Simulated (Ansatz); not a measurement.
# Mg: the cost of one run

Computed with Ansatz 0.2.0 (DFT PBE, scalar-relativistic, plane waves, PAW, unless a step's input says otherwise).

4 further runs of the same task are left out: 2 that didn't finish, 2 set aside as unsound or not needed. Runs told in other sessions of the task aren't counted.

## Step 1: The system as given

It takes space group P6/mmm (No. 191, hexagonal). The conventional cell has a = 6.020 Å, b = 6.020 Å, c = 23.800 Å, α = 90.00°, β = 90.00°, γ = 120.00°. Mg (site symmetry mmm) has 4 Mg at 3.01 Å in its first shell of neighbours.

As a file:

```cif
data_structure
_symmetry_space_group_name_H-M 'P6/mmm'
_symmetry_Int_Tables_number 191
_cell_length_a 6.0201
_cell_length_b 6.0201
_cell_length_c 23.8000
_cell_angle_alpha 90.000
_cell_angle_beta 90.000
_cell_angle_gamma 120.000
_cell_volume 746.98
loop_
_atom_site_label
_atom_site_type_symbol
_atom_site_symmetry_multiplicity
_atom_site_Wyckoff_symbol
_atom_site_fract_x
_atom_site_fract_y
_atom_site_fract_z
_atom_site_occupancy
Mg1 Mg 3 f 0.50000 0.00000 0.00000 1
```

It is the end of an earlier relaxation with the same method, from a generated guess; it is a trial structure. At a tolerance of 0.05 Å it has layer group p6/mmm (No. 80); it has 10.46 Å²/atom, an uncorrected energy of +0.93 eV/atom over the standard state.

It is a sheet, periodic along a and b, with vacuum along c; volumes and pressures of the box carry no meaning, and space groups named for it are those of the box.

## Step 2: Electronic structure at the relaxed geometry

File input.yaml:

```yaml
crystal:
  lattice:
    - [6.0200539005, 0.0, 0.0]
    - [-3.0100269503, 5.21351961, 0.0]
    - [0.0, 0.0, 23.8]
  atoms:
    - { symbol: Mg, position: [0.5, 0.0, 0.2941176471] }
    - { symbol: Mg, position: [0.0, 0.5, 0.2941176471] }
    - { symbol: Mg, position: [0.5, 0.5, 0.2941176471] }
  periodic: [true, true, false]
basis:
  ecutwfc: 420
kpoints:
  mp_grid: { grid: [12, 12, 1] }
  band_path:
    path:
      - [0.0, 0.0, 0.0]
      - [0.5, 0.0, 0.0]
      - [0.33333333, 0.33333333, 0.0]
      - [0.0, 0.0, 0.0]
    npoints: 14
hamiltonian:
  xc: pbe
scf:
  occupations: { method: gaussian, width: 0.1 }
  n_extra_bands: 7
output:
  forces: true
  stress: true
  eigenvalues: true
  populations: true
  dos: { projected: true, de: 0.02, nscf_kmesh: { grid: [15, 15, 1] } }
  bader: true
  write_density: true
  write_potential: true
  elf: true
  volumetric_format: npy
```

Run with:

```sh
> ansatz run input.yaml --threads 1 --pin off --max-ram 2560MiB --backend cpu --events-out ev --progress --plain --runs-dir out
```

What time and memory should one allow on 1 thread of Intel Xeon at 2.50GHz (Skylake/Cascade Lake), shared host?

About 2.2 min, with a peak of 0.89 GiB.
